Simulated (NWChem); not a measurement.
**One shape, several levels: CH4BrInO (SMILES C[O][InH][Br])**

We compute a comparison of 3 runs (HF/STO-3G, HF/3-21G, SVWN5/def2-TZVP) of CH4BrInO. 

Program for the calculation: NWChem 7.3.0.

**1. The molecule**

The species is CH4BrInO (8 atoms), meant as a singlet with charge 0. SMILES: `C[O][InH][Br]`. The shape is that of a PBE0-D4/def2-TZVP optimisation. This is one conformer, not always the lowest.

Bond lengths: C1–O2 1.405 Å, O2–In3 1.964 Å, In3–Br4 2.471 Å, C1–H5 1.097 Å, C1–H6 1.096 Å, C1–H7 1.096 Å, In3–H8 1.691 Å. Angles: C1–O2–In3 124.6°, O2–In3–Br4 111.0°, O2–C1–H5 113.5°, O2–C1–H6 109.7°, O2–C1–H7 109.7°, O2–In3–H8 124.2°, Br4–In3–H8 124.8°, H5–C1–H6 107.9°, H5–C1–H7 107.9°, H6–C1–H7 108.0°.

**2. Energy and gradient at HF/STO-3G (run 1)**

File ch4brino.nw:

```
start ch4brino
title "CH4BrInO"
memory 2200 mb
geometry units angstrom noautosym nocenter noautoz
C        0.537200       1.205200       0.092700
O        0.608100      -0.053000       0.714700
In      -0.450300      -1.620300       0.185700
Br      -1.925100      -1.090400      -1.724600
H       -0.175300       1.242400      -0.740600
H        0.237800       1.963800       0.825100
H        1.524200       1.481100      -0.296200
H       -0.356500      -3.129000       0.943200
end
basis spherical bse
C library STO-3G
O library STO-3G
In library STO-3G
Br library STO-3G
H library STO-3G
end
scf
thresh 1e-08
maxiter 80
end
task scf gradient
```

Started as:

```bash
$ nwchem ch4brino.nw > ch4brino.out
```

The program printed:

```text
[...]
  functions       =    59
[...]
  wavefunction    = RHF
[...]
         Total SCF energy =  -8341.210654972248
      One-electron energy = -12963.026307933051
      Two-electron energy =   3934.241203198180
 Nuclear repulsion energy =    687.574449762621
        Time for solution =      7.6s
[...]
                         RHF ENERGY GRADIENTS
    atom               coordinates                        gradient
                 x          y          z           x          y          z
   1 C       1.015161   2.277498   0.175178    0.004545   0.000685   0.004975
   2 O       1.149142  -0.100155   1.350587    0.016351   0.045155  -0.000894
   3 In     -0.850944  -3.061923   0.350922   -0.008594  -0.008095  -0.006255
   4 Br     -3.637912  -2.060557  -3.259021   -0.012652   0.005000  -0.016591
   5 H      -0.331269   2.347796  -1.399531   -0.001493  -0.005821   0.000800
   6 H       0.449377   3.711044   1.559213   -0.000246  -0.003979   0.002177
   7 H       2.880320   2.798873  -0.559737    0.000469  -0.004279   0.001589
   8 H      -0.673687  -5.912953   1.782390    0.001620  -0.028668   0.014199
[...]
```

Run time: 12 s. Hardware: 1 thread of Intel Xeon 6975P-C (Granite Rapids), shared host; peak memory 0.096 GiB.

**3. Energy and forces at HF/3-21G (run 2)**

File a.nw:

```
start a
title "CH4BrInO"
memory stack 880 mb heap 220 mb global 1100 mb
charge 0
geometry noautosym nocenter noautoz
  C        0.537200       1.205200       0.092700
  O        0.608100      -0.053000       0.714700
  In      -0.450300      -1.620300       0.185700
  Br      -1.925100      -1.090400      -1.724600
  H       -0.175300       1.242400      -0.740600
  H        0.237800       1.963800       0.825100
  H        1.524200       1.481100      -0.296200
  H       -0.356500      -3.129000       0.943200
end
basis spherical bse
  * library 3-21G
end
scf
  thresh 1e-08
  maxiter 80
end
task scf gradient
```

Started as:

```bash
$ nwchem a.nw > a.out
```

The program printed:

```text
[...]
  functions       =    79
[...]
  wavefunction    = RHF
[...]
         Total SCF energy =  -8389.265286139776
      One-electron energy = -12992.900585208297
      Two-electron energy =   3916.060849305898
 Nuclear repulsion energy =    687.574449762621
        Time for solution =      7.9s
[...]
                         RHF ENERGY GRADIENTS
    atom               coordinates                        gradient
                 x          y          z           x          y          z
   1 C       1.015161   2.277498   0.175178   -0.005578  -0.025734   0.004820
   2 O       1.149142  -0.100155   1.350587    0.010860   0.027993   0.000254
   3 In     -0.850944  -3.061923   0.350922   -0.017165  -0.013248  -0.013817
   4 Br     -3.637912  -2.060557  -3.259021    0.012265  -0.002592   0.015096
   5 H      -0.331269   2.347796  -1.399531   -0.004852  -0.001636  -0.004855
   6 H       0.449377   3.711044   1.559213   -0.002259   0.002967   0.006568
   7 H       2.880320   2.798873  -0.559737    0.007356  -0.000665  -0.001769
   8 H      -0.673687  -5.912953   1.782390   -0.000626   0.012914  -0.006296
[...]
```

Run time: 13 s. Hardware: 1 thread of Intel Xeon 6975P-C (Granite Rapids), shared host; peak memory 0.099 GiB.

**4. Energy and gradient at SVWN5/def2-TZVP (core potential) (run 3)**

File ch4brino.nw:

```
start ch4brino
title "CH4BrInO SVWN5"
memory stack 880 mb heap 220 mb global 1100 mb
geometry units angstroms noautosym nocenter noautoz
  C      0.537200     1.205200     0.092700
  O      0.608100    -0.053000     0.714700
  In    -0.450300    -1.620300     0.185700
  Br    -1.925100    -1.090400    -1.724600
  H     -0.175300     1.242400    -0.740600
  H      0.237800     1.963800     0.825100
  H      1.524200     1.481100    -0.296200
  H     -0.356500    -3.129000     0.943200
end
basis spherical bse
  * library def2-TZVP
end
ecp bse
  In library def2-TZVP
end
dft
  xc slater vwn_5
  mult 1
  grid fine
  convergence energy 1e-08
  iterations 100
  mulliken
  noprint "final vectors analysis"
end
task dft gradient
```

Started as:

```bash
$ nwchem ch4brino.nw > ch4brino.out
```

The program printed:

```text
[...]
          Wavefunction type:  closed shell.
          No. of atoms     :     8
          No. of electrons :    74
[...]
          Charge           :     0
          Spin multiplicity:     1
[...]
          AO basis - number of functions:   184
[...]
              XC Information
              --------------
                        Slater Exchange Functional  1.000 local
                      VWN V Correlation Functional  1.000 local
[...]
 d= 0,ls=0.0,diis     1  -2875.2018977614 -3.24D+03  2.11D-02  2.72D+00    10.2
[...]
 d= 0,ls=0.0,diis    12  -2875.3494416127 -5.21D-09  2.71D-07  3.09D-09    89.3
         Total DFT energy =    -2875.349441612653
      One electron energy =    -4804.191543616379
           Coulomb energy =     1681.514062718314
    Exchange-Corr. energy =     -118.650366338059
 Nuclear repulsion energy =      365.978405623472
[...]
      Total Density - Mulliken Population Analysis
     ---------------------------------------------
    Atom       Charge   Shell Charges
 -----------   ------   -------------------------------------------------------
    1 C    6     6.31   0.84  1.13  0.52  0.64  0.15  1.34  1.19  0.39  0.02  0.08  0.01
    2 O    8     8.39   0.78  1.19  0.59  0.91  0.33  1.89  1.82  0.86  0.00  0.02  0.00
    3 In  21    20.43   0.40 -0.84  1.63  0.81  0.96  0.22 -0.41  6.39  0.66  0.36  0.05  8.74  1.25  0.14  0.00  0.06
    4 Br  35    35.31   2.00  2.01  1.15  0.79  1.10  0.91  6.00  5.91  1.40  2.59  1.43  8.93  1.03  0.04  0.03  0.00
    5 H    1     0.86   0.26  0.45  0.12  0.02
    6 H    1     0.85   0.26  0.47  0.10  0.02
    7 H    1     0.85   0.26  0.47  0.10  0.02
    8 H    1     1.01   0.21  0.49  0.30  0.01
[...]
  wavefunction    = closed shell
                         DFT ENERGY GRADIENTS
    atom               coordinates                        gradient
                 x          y          z           x          y          z
   1 C       1.015161   2.277498   0.175178    0.000395   0.008509  -0.003157
   2 O       1.149142  -0.100155   1.350587    0.001162  -0.000025   0.001286
   3 In     -0.850944  -3.061923   0.350922    0.000797  -0.002281   0.001915
   4 Br     -3.637912  -2.060557  -3.259021   -0.003236  -0.000264  -0.003581
   5 H      -0.331269   2.347796  -1.399531    0.004703   0.000269   0.005276
   6 H       0.449377   3.711044   1.559213    0.001672  -0.003943  -0.004242
   7 H       2.880320   2.798873  -0.559737   -0.005513  -0.001259   0.002050
   8 H      -0.673687  -5.912953   1.782390    0.000022  -0.001006   0.000452
[...]
```

It took 2.4 min on 1 thread of Intel Xeon 6975P-C (Granite Rapids), shared host; peak memory 0.14 GiB.

**5. The series**

```
run                             level  iteration cap  module   energy (Eh)  dipole moment (D)  HOMO energy (eV)  LUMO energy (eV)  wall time
  1                         HF/STO-3G             80     scf  -8341.210655               1.97             -7.72              5.59       12 s
  2                          HF/3-21G             80     scf  -8389.265286               1.60            -10.88              1.08       13 s
  3  SVWN5/def2-TZVP (core potential)            100     dft  -2875.349442               1.25                 –                 –    2.4 min
```

**6. What came out**

| quantity | value |
| --- | --- |
| run 3: total energy | -2875.34944 Eh |
| run 3: dipole moment | 1.25 D |
| run 3: largest force on an atom | 0.467 eV/Å |

In words: The dipole moment (its size) runs from 1.25 D (SVWN5/def2-TZVP) to 1.97 D (HF/STO-3G). The two ends differ in method and basis and core potential. Some runs of one species differ in core potentials or relativity; totals across that change don't compare. In run 1 the basis is minimal, so the values are rough. In runs 1, 2 relativity is left out where basis or elements ask for it. All runs together took 2.8 min, the longest 2.4 min.
